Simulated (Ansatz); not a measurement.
Below is the output of a Python script on the Ansatz DFT code, driven from Python that makes a ladder of methods at one geometry of C₂H₇NOSi, SMILES CN1CO[SiH2]1. Write a script that gives it. Level of theory (for the species named): PBE, cc-pVDZ basis, multiplicity 1. The script varies functional: pbe, lda, cam_b3lyp, pbe0, r2scan.

```xyz
12

C    -1.3432    0.4234    0.1900
N    -0.0779    0.3623   -0.4348
C     0.9295    0.5388    0.5949
O     1.4174   -0.8622    0.5631
Si    0.6477   -1.0862   -0.9384
H    -1.5300   -0.1907    1.0314
H    -1.5437    1.4956    0.5271
H    -2.1339    0.2585   -0.5638
H     0.6269    0.8485    1.6533
H     1.7997    1.1990    0.3538
H    -0.3414   -2.1880   -0.9360
H     1.6258   -0.8542   -2.0064
```

`python run_methods.py` gives:
```text
functional    E (Ha)        dipole (D)   HOMO (eV)  LUMO (eV)
pbe           -499.453803     1.119      -4.832     -0.983
lda           -496.956441     1.150      -4.934     -1.209
cam_b3lyp     -499.770374     1.253      -7.690      1.051
pbe0          -499.504635     1.222      -6.306     -0.057
r2scan        -499.721455     1.200      -5.135     -0.627
```

One script that gives this output:

The script, `run_methods.py`:
```python
# -*- coding: utf-8 -*-
"""C2H7NOSi at several levels of theory."""

from pathlib import Path
import warnings

import ansatz as az
import numpy as np

GEOMETRY = """
C    -1.34320    0.42340    0.19000
N    -0.07790    0.36230   -0.43480
C     0.92950    0.53880    0.59490
O     1.41740   -0.86220    0.56310
Si    0.64770   -1.08620   -0.93840
H    -1.53000   -0.19070    1.03140
H    -1.54370    1.49560    0.52710
H    -2.13390    0.25850   -0.56380
H     0.62690    0.84850    1.65330
H     1.79970    1.19900    0.35380
H    -0.34140   -2.18800   -0.93600
H     1.62580   -0.85420   -2.00640
"""

warnings.simplefilter("ignore", az.DeckWarning)

geometry = az.Crystal.molecule()
for line in GEOMETRY.strip().splitlines():
    symbol, *xyz = line.split()
    geometry = geometry.atom(symbol, [float(v) for v in xyz])

model = geometry.calculation().basis(gaussian="cc-pVDZ")

print("functional    E (Ha)        dipole (D)   HOMO (eV)  LUMO (eV)")
for name in ["pbe", "lda", "cam_b3lyp", "pbe0", "r2scan"]:
    r = model.functional(name).forces().orbitals().run(runs_dir="runs").report
    lines = Path(r["orbitals_path"]).read_text().splitlines()
    field_of = lambda key: [line.split("=")[1].strip() for line in lines if line.startswith(key)]
    orbitals = [(27.211386 * float(e), s, float(n)) for e, s, n in zip(field_of("Ene="), field_of("Spin="), field_of("Occup="))]
    homo = max(e for e, _, n in orbitals if n > 0.5)
    lumo = min(e for e, _, n in orbitals if n < 0.5)
    dipole = 4.803205 * np.linalg.norm(r["charge_distribution"]["dipole_moment_e_ang"])
    print(f"{name:10s} {r['free_energy_ev'] / 27.211386246:14.6f} {dipole:9.3f} {homo:11.3f} {lumo:10.3f}")
```

Total energies depend on the basis set; only differences at equal settings carry meaning. The geometry is a force-field or estimated start, not a minimum of this method, and the basis set is short of its limit. A lower total doesn't mark the better method: functionals have no common bound, and MP2 and coupled cluster aren't variational. Levels such as HOMO and LUMO are orbital energies: with these approximate functionals they aren't the ionisation energy and electron affinity, and their gap isn't the fundamental gap. For Al to Cl the sets with a tight d function, cc-pV(X+d)Z, are usual. Finished in 28 s on 1 thread of Arm Neoverse V1, on a shared host, peak memory 0.33 GiB.
